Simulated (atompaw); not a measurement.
# Silicon: generating and testing a PAW (atompaw) potential

Task: generate the file, and judge it by its logarithmic derivatives, its ghosts and its cutoff.

Program: atompaw 4.2.0.5. Reference atom: PBE, scalar-relativistic, spherical and spin-unpolarised. All values are calculated.

## 1. Settings

The settings as typed:

| Item | Value |
| --- | --- |
| element | silicon (Si, Z = 14) |
| type | PAW |
| frozen core | [Ne] |
| valence charge | 4 |
| reference configuration | 3s1.5 3p2.5 |
| partial waves | 3s (bound): rc 2.32 bohr; 3s channel at -0.05 Ry: rc 2.32 bohr; 3p (bound): rc 2.32 bohr; 3p channel at 3.6 Ry: rc 2.14 bohr; 3d channel at 0.3 Ry: rc 2.32 bohr; 3d channel at 1.7 Ry: rc 2.32 bohr |
| local potential | ultrasoft scheme with l = 3 at 0 Ry, radius 2.20 bohr |
| core correction | smooth core density matched at 2.02 bohr |
| augmentation charge | gaussian compensation charge, radius 2.26 bohr; PAW radius 2.32 bohr; waves and projectors: custom polynom vanderbiltortho |

The nodes and maxima of the atom's own shells, from an earlier all-electron run, set the scale for the radii.

All-electron outer shells of the reference configuration (PBE, scalar-relativistic, ld1.x):

```tsv
shell	level (eV)	outermost node (bohr)	outermost maximum (bohr)
2s	-140.34	0.15	0.45
2p	-96.40	–	0.39
3s	-11.20	0.72	1.77
3p	-4.38	0.72	2.14
```

## 2. The generation run

Input file Si.input:

```
Si 14
GGA-PBE scalarrelativistic loggrid 1500 logderivrange -3 5 201
3 3 0 0 0 0
3 0 1.5
3 1 2.5
0 0 0
c
c
v
c
v
2
2.32 2.26 2.20 2.02
y
-0.05
n
y
3.6
n
y
0.3
y
1.7
n
custom polynom vanderbiltortho gaussian
3 0 ultrasoft
2.32
2.32
2.32
2.14
2.32
2.32
PWSCFOUT
UPFDX 0.0125d0 UPFXMIN -7.d0 UPFZMESH 14.d0
END
```

Launch:

```bash
atompaw < Si.input > Si.log
```

What does the calculation give? Wanted: cutoffs for 10 and 1 mRy, occupied levels; bound ghosts; largest phase difference near zero energy, channels read; lowest eigenvalue of the overlap; share of valence orbitals outside the PAW sphere; UPF file.

**Answer**, as computed:

```
                                                quantity                   value
               cutoffs for 10 and 1 mRy, occupied levels  6 Ry or less and 10 Ry
                                            bound ghosts              none found
largest phase difference near zero energy, channels read               0.000 rad
         lowest eigenvalue of the overlap (Bessel basis)               0.264 (s)
        share of valence orbitals outside the PAW sphere        3s 36 %, 3p 58 %
                                                UPF file             not written
```

It counts as soft on the atom, with 6 Ry or less needed at the looser tolerance. The Bessel-basis test finds no level below the valence levels. Near zero energy the phases of the channels with partial waves agree within 0.001 rad. The pseudo core plus compensation charge is negative at some radii, so no UPF file was written.
